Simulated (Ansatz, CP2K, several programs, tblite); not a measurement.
Energy against volume for an ordered 4-atom cell of Ba2TeS on the rocksalt lattice (P4/mmm), at fixed shape and fractional coordinates, computed by several methods (PBE and r2SCAN, where shown, with plane waves in Ansatz); the cell shown is that of r2SCAN. With free coordinates or axes held, a curve is too stiff, and on another method's shape its minimum isn't the method's own volume. It is tetragonal, P4/mmm (No. 123); a = 4.793 Å, c = 6.784 Å in the conventional setting, 38.96 Å³ an atom. S has 6 Ba at 3.39 Å; Ba has 4 Te at 3.39 Å and 2 S at 3.39 Å; Te has 6 Ba at 3.39 Å; Ba has 4 S at 3.39 Å and 2 Te at 3.39 Å. The cell comes from a prototype generator: it can be a known phase or a hypothetical one. Spin polarisation is off. Energies count from each curve's lowest point; fits are third-order Birch-Murnaghan.

```yaml
crystal:
  lattice:
    - [4.79268, 0.00000, 0.00000]
    - [0.00000, 4.79268, 0.00000]
    - [0.00000, 0.00000, 6.78397]
  atoms:
    - { symbol: S, position: [0.00000, 0.00000, 0.00000] }
    - { symbol: Ba, position: [0.00000, 0.00000, 0.50000] }
    - { symbol: Te, position: [0.50000, 0.50000, 0.50000] }
    - { symbol: Ba, position: [0.50000, 0.50000, 0.00000] }
```

light PBE (260 eV and a coarse mesh), on the shape of the cell shown:
```tsv
V (Å³/atom)	E (meV/atom)
35.840	48.44
37.398	14.97
38.957	6.85
40.515	0.00
42.073	16.92
43.631	33.23
```
The points scatter about the fit by more than 0.3 meV an atom, since at so low a cutoff the number of plane waves jumps with the volume, so no fit is quoted.

**Question.** r2SCAN, on the shape of its own relaxed cell, gives

| V (Å³/atom) | E (meV/atom) |
| --- | --- |
| 36.619 | 17.89 |
| 37.788 | 4.33 |
| 38.957 | 0.00 |
| 40.125 | 3.51 |
| 41.294 | 13.70 |

What equilibrium volume and bulk modulus follow?

**Answer.** V₀ = 38.99 Å³ an atom and B₀ = 36 GPa.

GFN2-xTB (tblite), on the shape of the cell shown, as a cluster of 32 atoms at the zone centre:
```tsv
V (Å³/atom)	E (meV/atom)
34.282	64.40
36.619	44.41
38.957	36.23
41.294	0.00
43.631	7.52
```
This method closes the gap of a crystal that DFT finds insulating, so its curve rests on a wrong state.
The points scatter about the fit by more than 0.3 meV an atom, so no fit is quoted.

**Question.** PBE, on the shape of its own relaxed cell, gives
```tsv
V (Å³/atom)	E (meV/atom)
36.693	16.55
37.864	3.96
39.035	0.00
40.206	3.39
41.377	13.02
```
What equilibrium volume and bulk modulus follow?

**Answer.** V₀ = 39.05 Å³ an atom and B₀ = 33 GPa.

**Question.** PBE/DZVP (CP2K), on the shape of the cell shown, gives
```tsv
V (Å³/atom)	E (meV/atom)
34.282	111.13
36.619	32.48
38.957	0.00
41.294	1.10
43.631	26.69
```
What equilibrium volume and bulk modulus follow?

**Answer.** V₀ = 40.01 Å³ an atom and B₀ = 34 GPa.

No spin-orbit coupling is included; it can move band edges with weight on the heavy atoms by tenths of an eV.
